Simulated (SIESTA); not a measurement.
# SnPd2 (Pnma) in SIESTA: reference runs, part 2 of 2

SIESTA 5.4.2.

## 3. Single point, PBEsol (atoms moved at random, drawn with an rms of 0.05 Å)

Input file SnPd2.fdf:

```
SystemName                      SnPd2
SystemLabel                     SnPd2
NumberOfSpecies                 2
NumberOfAtoms                   12
%block ChemicalSpeciesLabel
  1  50 Sn
  2  46 Pd
%endblock ChemicalSpeciesLabel

LatticeConstant                 1.0 Ang
%block LatticeVectors
     5.6727518374     0.0000000000     0.0000000000
     0.0000000000     4.3672498000     0.0000000000
     0.0000000000     0.0000000000     8.1682906806
%endblock LatticeVectors
AtomicCoordinatesFormat         Fractional
%block AtomicCoordinatesAndAtomicSpecies
     0.7106270000     0.2532080000     0.3881110000  1  Sn
     0.2843720000     0.7529990000     0.6141310000  1  Sn
     0.1932610000     0.2483410000     0.1087730000  1  Sn
     0.7979000000     0.7601010000     0.8891690000  1  Sn
     0.1684230000     0.2600240000     0.4450890000  2  Pd
     0.8154520000     0.7441270000     0.5617130000  2  Pd
     0.6720670000     0.2544550000     0.0575890000  2  Pd
     0.3337220000     0.7558650000     0.9397690000  2  Pd
     0.0506620000     0.2555350000     0.7902140000  2  Pd
     0.9504020000     0.7415800000     0.2049160000  2  Pd
     0.5482090000     0.2452780000     0.7099000000  2  Pd
     0.4502380000     0.7429120000     0.2836910000  2  Pd
%endblock AtomicCoordinatesAndAtomicSpecies

%block kgrid.MonkhorstPack
    5   0   0  0.0
    0   6   0  0.0
    0   0   4  0.0
%endblock kgrid.MonkhorstPack
XC.Functional                   GGA
XC.Authors                      PBEsol
PAO.BasisSize                   DZP
PAO.EnergyShift                 0.003 Ry
Mesh.Cutoff                     800 Ry
OccupationFunction              FD
ElectronicTemperature           0.05 eV
MaxSCFIterations                120
SCF.MustConverge                false
SCF.Mixer.Method                Pulay
SCF.Mixer.Weight                0.25
SCF.Mixer.History               8
SCF.DM.Tolerance                5.0e-05
SCF.H.Tolerance                 1.0e-03 eV
WriteForces                     true
Charge.Mulliken                 end
%block PAO.Basis
  Sn 4
  n=5 0 2
    6.406 0.000
  n=5 1 2
    8.599 0.000
  n=4 2 2
    3.767 0.000
  n=5 2 1
    8.599
  Pd 5
  n=4 0 2
    2.827 0.000
  n=5 0 2
    8.651 0.000
  n=4 1 2
    3.241 0.000
  n=5 1 1
    8.651
  n=4 2 2
    5.842 0.000
%endblock PAO.Basis
```

Potentials or basis: PseudoDojo 0.4 standard (PBEsol files), DZP (energy shift 0.003 Ry; two zetas on semicore shells).

On the command line:

```
$ siesta SnPd2.fdf > SnPd2.out 2>&1
```

SnPd2.out:

```text
Version         : 5.4.2

                           ***********************
                           *  WELCOME TO SIESTA  *
                           ***********************

 NOTE: Siesta V5 introduces some new defaults for basis-set generation
 NOTE: which might lead to slightly different numerical results.
 NOTE: Please see the manual for full details and compatibility measures.

reinit: Reading from file SnPd2.fdf

reinit: -----------------------------------------------------------------------
reinit: System Name: SnPd2
reinit: -----------------------------------------------------------------------
reinit: System Label: SnPd2
reinit: -----------------------------------------------------------------------

initatom: Reading input for the pseudopotentials and atomic orbitals ----------
Species number:   1 Atomic number:   50 Label: Sn
Species number:   2 Atomic number:   46 Label: Pd

Ground state valence configuration (from tables):   5s02  5p02  5d00  4f00
Ground state valence configuration (from tables):   5s01  5p00  4d09  4f00

---- Processing specs for species: Sn
Reading pseudopotential information in PSML from:
[... 764 lines left out ...]
              1.945   1.945   1.945   1.943   1.947   0.062   0.062   0.061

              0.066   0.060   0.086   0.109   0.100   0.080   0.088

Species: Pd
Atom  Qatom  Qorb
               4s      4s      5s      5s      4py     4pz     4px     4py
               4pz     4px     5py     5pz     5px     4dxy    4dyz    4dz2
               4dxz    4dx2-y2 4dxy    4dyz    4dz2    4dxz    4dx2-y2
   5 18.036   1.875   0.052  -0.167   0.336   1.919   1.917   1.917   0.084
              0.084   0.083   0.258   0.253   0.203   1.802   1.795   1.839

              1.821   1.775   0.055   0.030  -0.003   0.056   0.054
   6 18.031   1.874   0.052  -0.188   0.348   1.919   1.919   1.915   0.084
              0.083   0.084   0.256   0.254   0.206   1.813   1.807   1.822
[... 21 lines left out ...]
              1.761   1.817   0.024   0.041   0.046   0.081   0.047
  12 17.879   1.869   0.052  -0.104   0.301   1.913   1.915   1.914   0.085
              0.086   0.085   0.181   0.182   0.213   1.764   1.791   1.784

              1.752   1.797   0.038   0.058   0.050   0.089   0.064

mulliken: Qtot =      200.000

Mulliken Atomic Populations:
Atom #   charge [q] valence [e]  Species
     1    -0.110402   14.110402  Sn
     2    -0.081651   14.081651  Sn
     3    -0.053316   14.053316  Sn
     4    -0.069613   14.069613  Sn
     5    -0.035910   18.035910  Pd
     6    -0.031413   18.031413  Pd
     7    -0.016800   18.016800  Pd
     8    -0.014029   18.014029  Pd
     9     0.095378   17.904622  Pd
    10     0.080446   17.919554  Pd
    11     0.116178   17.883822  Pd
    12     0.121131   17.878869  Pd
 Total    -0.000000

Job completed
```

Run time: 8.1 min. Hardware: 1 thread of Intel Xeon 6975P-C (Granite Rapids), shared host; peak memory 1.4 GiB.

What came out:

| Quantity | Value |
| --- | --- |
| Free energy | -37918.7587 eV |
| Pressure | -1.6 GPa |
| Largest force | 0.752 eV/Å |
| Band gap on the k mesh | none (metal or under the smearing width) |

Forces in eV/Å, atoms in the order of the input:
```
Sn  -0.574 -0.438 -0.210
Sn   0.355  0.104 -0.182
Sn   0.457  0.011  0.235
Sn   0.018 -0.275 -0.146
Pd   0.336 -0.298 -0.346
Pd   0.022  0.287 -0.108
Pd  -0.176  0.039  0.153
Pd  -0.188 -0.148  0.053
Pd  -0.114  0.073 -0.148
Pd  -0.084  0.270  0.436
Pd  -0.043  0.122  0.063
Pd  -0.009  0.253  0.198
```

Levels at points of the mesh, in eV from the Fermi level:
```tsv
k point	band 96	band 97	band 98	band 99	band 100	band 101	band 102	band 103	band 104	band 105
(0.00, 0.00, 0.00)	-1.46	-1.41	-1.37	-0.93	-0.20	0.39	1.20	1.88	2.75	2.82
(0.00, 0.50, 0.00)	-1.67	-1.45	-1.43	-1.36	-1.33	0.63	0.68	1.55	1.59	1.81
(0.00, 0.00, 0.50)	-1.44	-1.05	-0.97	-0.50	-0.41	0.39	0.47	1.35	1.42	2.66
(0.00, 0.50, 0.50)	-1.66	-1.19	-1.14	-0.55	-0.50	-0.30	-0.26	0.55	0.59	2.23
```

Caveat: the basis of atomic orbitals isn't converged, which shifts pressures, moduli and gaps.
